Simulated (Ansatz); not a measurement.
Ir, space group P6_3/mmc: cell relaxations under several functionals, run with the Ansatz DFT code, driven from Python.

`run_lattice.py`
```python
# -*- coding: utf-8 -*-
'''Relaxed cell of Ir under several functionals.'''

import logging
import sys

import ansatz as az
import numpy as np

logging.basicConfig(stream=sys.stdout, format='%(name)s: %(message)s')
logger = logging.getLogger('ansatz_job')
logger.setLevel(logging.INFO)

def edges_and_angles(cell):
    cell = np.asarray(cell)
    a, b, c = np.linalg.norm(cell, axis=1)
    cosines = cell[1] @ cell[2] / (b * c), cell[0] @ cell[2] / (a * c), cell[0] @ cell[1] / (a * b)
    return (a, b, c, *np.degrees(np.arccos(cosines)))


def main():
    ir = (
        az.Lattice.of([2.751378, 0.0, 0.0], [-1.375689, 2.382763, 0.0], [0.0, 0.0, 4.46229])
        .atom('Ir', [2 / 3, 1 / 3, 0.75])
        .atom('Ir', [1 / 3, 2 / 3, 0.25])
    )

    base = (
        ir.calculation()
        .basis(450)
        .kpoints(14, 14, 8)
        .occupations('Marzari-Vanderbilt')
        .relax(cell=True, force_tolerance=0.05)
    )

    levels = [('lda', 'none'), ('blyp', 'd3bj'), ('pbesol', 'd3bj')]
    logger.info('level            a       b       c    alpha   beta  gamma  V/atom  steps')
    for name, dispersion in levels:
        seen = []
        run = base.functional(name, dispersion=dispersion).session().plan()
        outcome = run.execute(on_event=lambda e: seen.append(e) if e['event'] == 'relax_step' else None)
        cell = outcome.lattice.cell_ang
        label = name if dispersion == 'none' else f'{name}+{dispersion}'
        print('{:13s} {:7.4f} {:7.4f} {:7.4f} {:6.2f} {:6.2f} {:6.2f}'.format(label, *edges_and_angles(cell)), f'{abs(np.linalg.det(cell)) / len(outcome.lattice.sites):7.3f} {len(seen):5d}')


if __name__ == '__main__':
    main()
```

Rank the levels of theory by the volume of the relaxed cell.

From smallest to largest: PBEsol+D3BJ (13.82 Å³ an atom, -5.5 % against the start), LDA (13.90 Å³ an atom, -5.0 % against the start) and BLYP+D3BJ (14.44 Å³ an atom, -1.3 % against the start). The spread is 4.5 % in volume.

What the script printed:

```console
$ python run_lattice.py
ansatz_job: level            a       b       c    alpha   beta  gamma  V/atom  steps
lda            2.7050  2.7050  4.3878  90.00  90.00 120.00  13.902     6
blyp+d3bj      2.7403  2.7403  4.4422  90.00  90.00 120.00  14.444     5
pbesol+d3bj    2.6992  2.6992  4.3803  90.00  90.00 120.00  13.819     6
```

The run is spin-unpolarised. Forces vanish by symmetry, so the ions can't move, and the end may be a saddle. BLYP and dispersion corrections can be off by several per cent in the lattices of metals, and by several GPa in the pressure at a fixed cell. Spin-orbit coupling, which matters for elements this heavy, is left out. This isn't the structure that Ir takes at ambient conditions. By the engine's processor time: 33 s on 1 thread of Intel(R) Xeon(R) Processor @ 2.30GHz, with other jobs on the host, peak memory 0.57 GiB.
